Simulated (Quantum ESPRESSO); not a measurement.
# GaS2 in Quantum ESPRESSO: further runs

The runs below take GaS2 through work function, with PBE.

Everything below comes from runs of Quantum ESPRESSO 7.5. Logs are shortened: lines on timing, memory, paths and dates and some standing lists are left out, and cuts for length are marked.

## Step 1: The sheet as given

The cell holds a sheet with vacuum, 3 atoms: a = 2.583 Å, b = 2.583 Å, c = 34.301 Å, α = 90.00°, β = 90.00°, γ = 90.00°.

The cell was built by a generator and needn't be a form met in nature.

## Step 2: Work function, PBE

Input file pw.in:

```
&CONTROL
  calculation = 'scf'
  prefix = 'pwscf'
  outdir = './tmp'
  pseudo_dir = './pseudo'
  tprnfor = .true.
  disk_io = 'low'
/
&SYSTEM
  ibrav = 0
  celldm(1) = 8
  nat = 3
  ntyp = 2
  ecutwfc = 80
  nbnd = 19
  occupations = 'smearing'
  smearing = 'fd'
  degauss = 0.00367493
/
&ELECTRONS
  conv_thr = 3d-09
  electron_maxstep = 150
  mixing_beta = 0.3
  mixing_mode = 'local-TF'
/
ATOMIC_SPECIES
Ga    69.7230 Ga.upf
S     32.0600 S.upf
CELL_PARAMETERS alat
  0.6102327223218   0.0000000000000   0.0000000000000
  0.0000000000000   0.6102327223218   0.0000000000000
  0.0000000000000   0.0000000000000   8.1024794939364
ATOMIC_POSITIONS crystal
Ga     0.0000000000    0.0000000000    0.2769600000
S      0.0000000000    0.0000000000    0.3496500000
S      0.0000000000    0.0000000000    0.2042700000
K_POINTS automatic
8 8 1 0 0 0
```

Input file pp_density.in:

```
&INPUTPP
  prefix = 'pwscf'
  outdir = './tmp'
  filplot = 'density.dat'
  plot_num = 0
/
&PLOT
  nfile = 1
  filepp(1) = 'density.dat'
  iflag = 3
  output_format = 6
  fileout = 'density.cube'
/
```

Input file pp_potential.in:

```
&INPUTPP
  prefix = 'pwscf'
  outdir = './tmp'
  filplot = 'potential.dat'
  plot_num = 11
/
&PLOT
  nfile = 1
  filepp(1) = 'potential.dat'
  iflag = 3
  output_format = 6
  fileout = 'potential.cube'
/
```

Input file pp_elf.in:

```
&INPUTPP
  prefix = 'pwscf'
  outdir = './tmp'
  filplot = 'elf.dat'
  plot_num = 8
/
&PLOT
  nfile = 1
  filepp(1) = 'elf.dat'
  iflag = 3
  output_format = 6
  fileout = 'elf.cube'
/
```

Potentials or basis: PseudoDojo 0.4.1 SR PBE standard.

On the command line:

```console
> OMP_NUM_THREADS=1 mpirun -n 2 pw.x -nk 2 -in pw.in > pw.out
> OMP_NUM_THREADS=1 mpirun -n 1 pp.x -in pp_density.in > pp_density.out
> OMP_NUM_THREADS=1 mpirun -n 1 pp.x -in pp_potential.in > pp_potential.out
> OMP_NUM_THREADS=1 mpirun -n 1 pp.x -in pp_elf.in > pp_elf.out
```

pw.out:

```text
This program is part of the open-source Quantum ESPRESSO suite
     for quantum simulation of materials; please cite
         "P. Giannozzi et al., J. Phys.:Condens. Matter 21 395502 (2009);
         "P. Giannozzi et al., J. Phys.:Condens. Matter 29 465901 (2017);
         "P. Giannozzi et al., J. Chem. Phys. 152 154105 (2020);
     in publications or presentations arising from this work. More details at

     Message from routine setup:
     using ibrav=0 with symmetry is DISCOURAGED, use correct ibrav instead

     K-points division:     npool     =       2
     Subspace diagonalization in iterative solution of the eigenvalue problem:
     a serial algorithm will be used

     G-vector sticks info
     --------------------
     sticks:   dense  smooth     PW     G-vecs:    dense   smooth      PW
     Sum         601     601    185               149041   149041   24995

     Using Slab Decomposition

     bravais-lattice index     =            0
     lattice parameter (alat)  =       8.0000  a.u.
     unit-cell volume          =    1544.8236 (a.u.)^3
     number of atoms/cell      =            3
     number of atomic types    =            2
     number of electrons       =        25.00
     number of Kohn-Sham states=           19
     kinetic-energy cutoff     =      80.0000  Ry
     charge density cutoff     =     320.0000  Ry
     scf convergence threshold =      3.0E-09
     mixing beta               =       0.3000
     number of iterations used =            8  local-TF  mixing
     Exchange-correlation= PBE
                           (   1   4   3   4   0   0   0)

     celldm(1)=   8.000000  celldm(2)=   0.000000  celldm(3)=   0.000000
     celldm(4)=   0.000000  celldm(5)=   0.000000  celldm(6)=   0.000000

     crystal axes: (cart. coord. in units of alat)
               a(1) = (   0.610233   0.000000   0.000000 )
               a(2) = (   0.000000   0.610233   0.000000 )
               a(3) = (   0.000000   0.000000   8.102479 )

     reciprocal axes: (cart. coord. in units 2 pi/alat)
               b(1) = (  1.638719  0.000000  0.000000 )
               b(2) = (  0.000000  1.638719  0.000000 )
               b(3) = (  0.000000  0.000000  0.123419 )

     PseudoPot. # 1 for Ga read from file:
     Ga.upf
     Pseudo is Norm-conserving + core correction, Zval = 13.0
     Generated using ONCVPSP code by D. R. Hamann
     Using radial grid of 1902 points,  6 beta functions with:
                l(1) =   0
                l(2) =   0
                l(3) =   1
                l(4) =   1
                l(5) =   2
                l(6) =   2

     PseudoPot. # 2 for S  read from file:
     S.upf
     Pseudo is Norm-conserving + core correction, Zval =  6.0
     Generated using ONCVPSP code by D. R. Hamann
     Using radial grid of 1146 points,  6 beta functions with:
                l(1) =   0
                l(2) =   0
                l(3) =   1
                l(4) =   1
                l(5) =   2
                l(6) =   2

     atomic species   valence    mass     pseudopotential
     Ga               13.00    69.72300     Ga( 1.00)
     S                 6.00    32.06000     S ( 1.00)

      8 Sym. Ops. (no inversion) found

   Cartesian axes

     site n.     atom                  positions (alat units)
         1        Ga     tau(   1) = (   0.0000000   0.0000000   2.2440627  )
         2        S      tau(   2) = (   0.0000000   0.0000000   2.8330320  )
         3        S      tau(   3) = (   0.0000000   0.0000000   1.6550935  )

     number of k points=    15  Fermi-Dirac smearing, width (Ry)=  0.0037
                       cart. coord. in units 2pi/alat
        k(    1) = (   0.0000000   0.0000000   0.0000000), wk =   0.0312500
        k(    2) = (   0.0000000   0.2048399   0.0000000), wk =   0.1250000
        k(    3) = (   0.0000000   0.4096798   0.0000000), wk =   0.1250000
        k(    4) = (   0.0000000   0.6145197   0.0000000), wk =   0.1250000
        k(    5) = (   0.0000000  -0.8193595   0.0000000), wk =   0.0625000
        k(    6) = (   0.2048399   0.2048399   0.0000000), wk =   0.1250000
        k(    7) = (   0.2048399   0.4096798   0.0000000), wk =   0.2500000
        k(    8) = (   0.2048399   0.6145197   0.0000000), wk =   0.2500000
        k(    9) = (   0.2048399  -0.8193595   0.0000000), wk =   0.1250000
        k(   10) = (   0.4096798   0.4096798   0.0000000), wk =   0.1250000
        k(   11) = (   0.4096798   0.6145197   0.0000000), wk =   0.2500000
        k(   12) = (   0.4096798  -0.8193595   0.0000000), wk =   0.1250000
        k(   13) = (   0.6145197   0.6145197   0.0000000), wk =   0.1250000
        k(   14) = (   0.6145197  -0.8193595   0.0000000), wk =   0.1250000
        k(   15) = (  -0.8193595  -0.8193595   0.0000000), wk =   0.0312500

     Dense  grid:   149041 G-vectors     FFT dimensions: (  27,  27, 375)

     Initial potential from superposition of free atoms

     starting charge      24.9973, renormalised to      25.0000

     negative rho (up, down):  2.029E-05 0.000E+00
     Starting wfcs are   17 randomized atomic wfcs +    2 random wfcs

     Self-consistent Calculation

     iteration #  1     ecut=    80.00 Ry     beta= 0.30
     Davidson diagonalization with overlap
     ethr =  1.00E-02,  avg # of iterations =  8.4

     Threshold (ethr) on eigenvalues was too large:
     Diagonalizing with lowered threshold

     Davidson diagonalization with overlap
     ethr =  1.38E-04,  avg # of iterations =  7.5

     total energy              =    -197.04807638 Ry
     estimated scf accuracy    <       0.03622105 Ry

     iteration #  2     ecut=    80.00 Ry     beta= 0.30
     Davidson diagonalization with overlap
     ethr =  1.45E-04,  avg # of iterations =  1.0

     negative rho (up, down):  3.868E-06 0.000E+00

     total energy              =    -197.04162564 Ry
     estimated scf accuracy    <       0.02106338 Ry

     iteration #  3     ecut=    80.00 Ry     beta= 0.30
     Davidson diagonalization with overlap
     ethr =  8.43E-05,  avg # of iterations =  4.1

     negative rho (up, down):  8.850E-06 0.000E+00

     total energy              =    -197.04538255 Ry
     estimated scf accuracy    <       0.00194990 Ry

     iteration #  4     ecut=    80.00 Ry     beta= 0.30
     Davidson diagonalization with overlap
     c_bands:  1 eigenvalues not converged
     ethr =  7.80E-06,  avg # of iterations =  6.9

     negative rho (up, down):  2.055E-06 0.000E+00

     total energy              =    -197.04411363 Ry
     estimated scf accuracy    <       0.01088333 Ry

     iteration #  5     ecut=    80.00 Ry     beta= 0.30
     Davidson diagonalization with overlap
     ethr =  7.80E-06,  avg # of iterations =  2.1

     total energy              =    -197.04443516 Ry
     estimated scf accuracy    <       0.00109350 Ry

     iteration #  6     ecut=    80.00 Ry     beta= 0.30
     Davidson diagonalization with overlap
     ethr =  4.37E-06,  avg # of iterations =  3.7

     total energy              =    -197.04442056 Ry
     estimated scf accuracy    <       0.00018433 Ry

     iteration #  7     ecut=    80.00 Ry     beta= 0.30
     Davidson diagonalization with overlap
     ethr =  7.37E-07,  avg # of iterations =  5.5

     negative rho (up, down):  6.790E-07 0.000E+00

     total energy              =    -197.04445323 Ry
     estimated scf accuracy    <       0.00022741 Ry

     iteration #  8     ecut=    80.00 Ry     beta= 0.30
     Davidson diagonalization with overlap
     ethr =  7.37E-07,  avg # of iterations =  5.1

     negative rho (up, down):  2.664E-07 0.000E+00

     total energy              =    -197.04445761 Ry
     estimated scf accuracy    <       0.00009553 Ry

     iteration #  9     ecut=    80.00 Ry     beta= 0.30
     Davidson diagonalization with overlap
     ethr =  3.82E-07,  avg # of iterations =  4.0

     negative rho (up, down):  7.428E-04 0.000E+00

     total energy              =    -197.04444394 Ry
     estimated scf accuracy    <       0.00009517 Ry
[... 55 lines left out ...]
     iteration # 16     ecut=    80.00 Ry     beta= 0.30
     Davidson diagonalization with overlap
     ethr =  6.02E-10,  avg # of iterations =  5.5

     negative rho (up, down):  3.032E-05 0.000E+00

     total energy              =    -197.04445963 Ry
     estimated scf accuracy    <       0.00000002 Ry

     iteration # 17     ecut=    80.00 Ry     beta= 0.30
     Davidson diagonalization with overlap
     ethr =  6.83E-11,  avg # of iterations =  3.5

     negative rho (up, down):  1.442E-05 0.000E+00

     total energy              =    -197.04445959 Ry
     estimated scf accuracy    <          6.7E-09 Ry

     iteration # 18     ecut=    80.00 Ry     beta= 0.30
     Davidson diagonalization with overlap
     ethr =  2.68E-11,  avg # of iterations =  2.2

     negative rho (up, down):  2.682E-06 0.000E+00

     total energy              =    -197.04445958 Ry
     estimated scf accuracy    <          5.9E-09 Ry

     iteration # 19     ecut=    80.00 Ry     beta= 0.30
     Davidson diagonalization with overlap
     ethr =  2.36E-11,  avg # of iterations =  4.1

     End of self-consistent calculation

          k = 0.0000 0.0000 0.0000 ( 18561 PWs)   bands (ev):

   -17.7105 -17.4167 -17.2884 -16.8902 -16.6588 -16.6588 -16.5721 -11.4926
    -7.5859  -4.7258   0.4748   0.4748   0.5202   0.5202   0.6956   2.8123
     3.2300   3.3219   3.7241

          k = 0.0000 0.2048 0.0000 ( 18562 PWs)   bands (ev):

   -17.5073 -17.2386 -17.1569 -16.7718 -16.6871 -16.6553 -16.6011 -11.1691
    -7.3119  -4.4952  -1.6002  -1.5411   0.6512   0.6945   1.0273   3.1316
     3.5656   3.6713   4.0625

          k = 0.0000 0.4097 0.0000 ( 18600 PWs)   bands (ev):

   -17.2002 -17.0727 -16.8419 -16.6705 -16.6468 -16.3233 -16.2308 -10.1869
    -6.5539  -4.9121  -4.7782  -3.8217   1.1209   1.1589   1.8142   1.9819
     4.2075   4.4810   4.7285

          k = 0.0000 0.6145 0.0000 ( 18650 PWs)   bands (ev):

   -17.1378 -16.9154 -16.8320 -16.7389 -16.6384 -15.2700 -15.2102  -8.6184
    -7.5987  -7.4962  -5.5558  -3.4429  -1.3032   1.6749   1.7071   3.1973
     3.8060   5.3103   6.3931

          k = 0.0000-0.8194 0.0000 ( 18678 PWs)   bands (ev):

   -17.1210 -16.9506 -16.7670 -16.7460 -16.6349 -14.6341 -14.5512  -8.9408
    -8.6952  -7.0546  -5.0160  -4.6833  -1.6937   1.9396   1.9690   2.4956
     4.4590   4.6742   7.8873

          k = 0.2048 0.2048 0.0000 ( 18604 PWs)   bands (ev):

   -17.3419 -17.1776 -16.9262 -16.6923 -16.6575 -16.6445 -16.6037 -10.8438
    -7.0406  -4.2647  -1.6211  -1.5585  -1.1427  -1.0921   1.3578   3.4539
     3.8987   4.0213   4.4002

          k = 0.2048 0.4097 0.0000 ( 18621 PWs)   bands (ev):

   -17.1164 -17.0083 -16.8255 -16.7149 -16.6929 -16.0544 -16.0054  -9.8599
    -6.2905  -4.6877  -4.5607  -3.5972  -0.7947  -0.7474   2.1120   2.3075
     4.5028   4.7929   5.0763

          k = 0.2048 0.6145 0.0000 ( 18662 PWs)   bands (ev):

   -17.0553 -16.9066 -16.7972 -16.7890 -16.6800 -14.9946 -14.9552  -8.2975
    -7.3594  -7.2625  -5.3045  -3.1750  -1.0344  -0.1194  -0.0813   3.4851
     4.1465   5.5737   6.7506

          k = 0.2048-0.8194 0.0000 ( 18738 PWs)   bands (ev):

   -17.0379 -16.9420 -16.8211 -16.7148 -16.6753 -14.3573 -14.2918  -8.6899
    -8.4585  -6.7656  -4.7738  -4.3290  -1.4934   0.2184   0.2523   2.7945
     4.8237   4.9739   8.2605

          k = 0.4097 0.4097 0.0000 ( 18706 PWs)   bands (ev):

   -16.9473 -16.8860 -16.8150 -16.8128 -16.7742 -15.2861 -15.2812  -8.8792
    -5.5650  -4.3083  -4.2181  -3.7759  -3.6085  -2.9045   2.3083   3.2271
     3.9629   5.5674   5.6899

          k = 0.4097 0.6145 0.0000 ( 18732 PWs)   bands (ev):

   -16.9130 -16.8863 -16.8756 -16.7741 -16.7026 -14.2138 -14.2002  -7.3487
    -6.6958  -6.6190  -4.6205  -3.2142  -3.1025  -2.4018  -0.3156   4.2553
     4.9126   5.0917   6.2566

          k = 0.4097-0.8194 0.0000 ( 18746 PWs)   bands (ev):

   -16.9468 -16.9214 -16.8628 -16.7682 -16.6229 -13.5705 -13.5303  -7.9999
    -7.8041  -5.8980  -4.1207  -3.3246  -2.7883  -2.7025  -0.9459   3.6500
     5.4793   5.7521   6.0217

          k = 0.6145 0.6145 0.0000 ( 18754 PWs)   bands (ev):

   -17.0215 -16.8723 -16.8574 -16.7767 -16.5527 -13.1269 -13.1072  -6.0599
    -5.9419  -5.9414  -5.6037  -5.5362  -3.7215  -1.5940  -0.1027   2.7879
     4.0352   4.1263   5.4108

          k = 0.6145-0.8194 0.0000 ( 18724 PWs)   bands (ev):

   -17.0662 -16.9008 -16.8567 -16.7524 -16.4758 -12.4683 -12.4263  -7.1210
    -6.9669  -5.4355  -5.3336  -4.5119  -3.2652  -1.9003  -0.5556   2.8364
     3.0843   3.4866   5.0347

          k =-0.8194-0.8194 0.0000 ( 18612 PWs)   bands (ev):

   -17.1141 -16.8923 -16.8923 -16.7242 -16.3995 -11.7913 -11.7287  -6.6594
    -6.6594  -6.5274  -6.5274  -3.4363  -2.8435  -0.9510  -0.9510   1.6204
     2.0574   2.5964   4.9842

     the Fermi energy is    -1.6638 ev

!    total energy              =    -197.04445958 Ry
     estimated scf accuracy    <          3.6E-10 Ry
     smearing contrib. (-TS)   =      -0.00127567 Ry
     internal energy E=F+TS    =    -197.04318391 Ry

     The total energy is F=E-TS. E is the sum of the following terms:
     one-electron contribution =   -2454.66478061 Ry
     hartree contribution      =    1236.12843323 Ry
     xc contribution           =     -54.43345302 Ry
     ewald contribution        =    1075.92661649 Ry

     convergence has been achieved in  19 iterations

     Forces acting on atoms (cartesian axes, Ry/au):

     atom    1 type  1   force =     0.00000000    0.00000000    0.00000039
     atom    2 type  2   force =     0.00000000    0.00000000    0.00823025
     atom    3 type  2   force =     0.00000000    0.00000000   -0.00823064

     Total force =     0.011640     Total SCF correction =     0.000010

=------------------------------------------------------------------------------=
   JOB DONE.
=------------------------------------------------------------------------------=
```

It took 88 s on 2 MPI ranks of Arm Neoverse V2, shared host; peak memory 0.52 GiB.

Results:

* Free energy: -2680.9264 eV
* Largest force: 0.212 eV/Å
* Band gap on the k mesh: none (metal or under the smearing width)
* Work function of the upper face: 4.96 eV
* Work function of the lower face: 4.96 eV

Forces in eV/Å, atoms in the order of the input:
```
Ga   0.000  0.000  0.000
S    0.000  0.000  0.212
S    0.000  0.000 -0.212
```

[end of part 1 of 2]
